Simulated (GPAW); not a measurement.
Something may be wrong with this GPAW 26.7.0 calculation of BiTe.

The input run.py:

```python
import numpy as np
from ase import Atoms
from ase.dft.bandgap import bandgap
from ase.io import write
from gpaw import GPAW, PW
from gpaw.xc import parametrizedxc

class ScaledMGGA(parametrizedxc.ParametrizedKernel):
    """Weighted sum of Libxc meta-GGA parts, named like '0.75_MGGA_X_..+1.0_MGGA_C_..'."""
    def __init__(self, name):
        super().__init__(name)
        self.type = 'MGGA'

    def calculate(self, e_g, n_sg, dedn_sg, sigma_xg, dedsigma_xg, tau_sg, dedtau_sg):
        e_g[:] = dedsigma_xg[:] = dedtau_sg[:] = 0.0
        for kernel, c in zip(self.kernels, self.coefs):
            e, v, s, t = [np.zeros_like(x) for x in [e_g, dedn_sg, dedsigma_xg, dedtau_sg]]
            kernel.calculate(e, n_sg, v, sigma_xg, s, tau_sg, t)
            e_g += c * e
            dedn_sg += c * v
            dedsigma_xg += c * s
            dedtau_sg += c * t

parametrizedxc.ParametrizedKernel = ScaledMGGA

atoms = Atoms(['Bi', 'Te'],
              cell=[[2.4227077728, 1.3987509848, 3.3172919545],
                    [-2.4227077728, 1.3987509848, 3.3172919545],
                    [0.0, -2.7975019696, 3.3172919545]],
              scaled_positions=[[0.5, 0.5, 0.5],
                                [0.0, 0.0, 0.0]],
              pbc=True)

calc = GPAW(mode=PW(450),
            xc={'name': '0.900_MGGA_X_R2SCAN+1.0_MGGA_C_R2SCAN', 'fraction': 0.1, 'omega': 0.0, 'backend': 'pw'},
            kpts={'size': (2, 2, 2), 'gamma': True},
            occupations={'name': 'fermi-dirac', 'width': 0.05},
            nbands=20,
            convergence={'density': 0.0001},
            symmetry={'point_group': False},
            maxiter=8,
            txt='gpaw.txt')
atoms.calc = calc
energy = atoms.get_potential_energy()
calc.write('gs.gpw')
write('result.traj', atoms)
print(f'Energy: {energy:.6f} eV')
print('Fermi level:', round(calc.get_fermi_level(), 4), 'eV')
print(f'Gap: {bandgap(calc)[0]:.4f} eV, direct: {bandgap(calc, direct=True)[0]:.4f} eV')
```

Potentials or basis: GPAW PAW data sets (gpaw-data 1.2.1), pw.

Command:

```console
$ OMP_NUM_THREADS=1 python run.py
```

gpaw.txt:

```text
__  _  _
 | _ |_)|_||  |
 |__||  | ||/\| - 26.7.0

Input parameters:
  mode=PW(ecut=450.00000000000006),
  convergence={'density': 0.0001},
  kpts=MonkhorstPack(size=(2, 2, 2), gamma=True),
  maxiter=8,
  nbands=20,
  occupations=Occupations(name='fermi-dirac', width=0.05),
  symmetry=Symmetry(point_group=False),
  xc=XC(name='0.900_MGGA_X_R2SCAN+1.0_MGGA_C_R2SCAN', fraction=0.1, omega=0.0, backend='pw')

Diagonalizing LCAO Hamiltonian
Converting LCAO to pw mode

       Bi

       Te

Atoms  # Å, Bohr magnetons
|   | symbol |        x |        y |        z |    initial magnetic moments |
|---|--------|----------|----------|----------|-----------------------------|
| 0 |     Bi | 0.000000 | 0.000000 | 4.975938 | ( 0.0000,  0.0000,  0.0000) |
| 1 |     Te | 0.000000 | 0.000000 | 0.000000 | ( 0.0000,  0.0000,  0.0000) |

Unit cell  # Å
| periodic |         x |         y |        z |  lengths |    angles |
|----------|-----------|-----------|----------|----------|-----------|
[... 94 lines left out ...]
    |   5s |  2.000 |     -15.089 |    1.180 |
    |   5p |  4.000 |      -5.955 |    1.196 |
    |    s |        |      12.123 |    1.180 |
    |    p |        |      21.256 |    1.196 |
    |    d |        |       0.000 |    1.238 |

    Using partial waves for Te as LCAO basis

Reference energy: -769639.066386  # eV

eigensolver:
  PPCG
  Converge bands: occupied
  niter=2

density mixing:
  MSR1-Mixer
  Pratt-step length: 0.05
  Maximum mixing coefficient: 0.75
  Old densities: 10
  SVD Regularization: 0.005
  Good broyden scale: 1.0
  Trust region scale: 1.0
  Backstep threshold: 4.0
  History deletion threshold: 6.0
  Fourier metric: weight=20.0, sigma=0.015

occupation numbers:
  Fermi-Dirac:
    width: 0.0500  # eV

poisson solver:
  ecut: 3600.0000000000005  # eV

xc functional:
  name: 0.900_MGGA_X_R2SCAN+1.0_MGGA_C_R2SCAN with 2 nearest neighbor stencil

convergence criteria:
- Maximum integral of absolute [dens]ity change: 0.0001 electrons / valence electron
- Maximum [total energy] change in last 3 cyles: 0.0005 eV / valence electron
- Maximum integral of absolute [eigenst]ate change: 4e-08 eV^2 / valence electron
maximum number of iterations: 8

IBZ(<points: 8, symmetries: 1>)
Occupied bands: 13
SCF iterations
|iter     | |      energy | eigst |  dens |
|---------|-|-------------|-------|-------|
|iter:   1| |-1538.643599 | +0.30 |       |
|iter:   2| |  -38.112810 | -1.07 | -1.07 |
|iter:   3| |  -38.017482 | -2.45 | -1.21 |
|iter:   4| |  -37.957635 | -2.83 | -1.35 |
|iter:   5| |  -37.970524 | -3.12 | -1.57 |
|iter:   6| |  -38.000397 | -2.60 | -1.82 |
```

What happened, and what is wrong with the input?

The run was cut off at its time limit. The input holds a flaw that was put in on purpose: too few SCF iterations allowed.
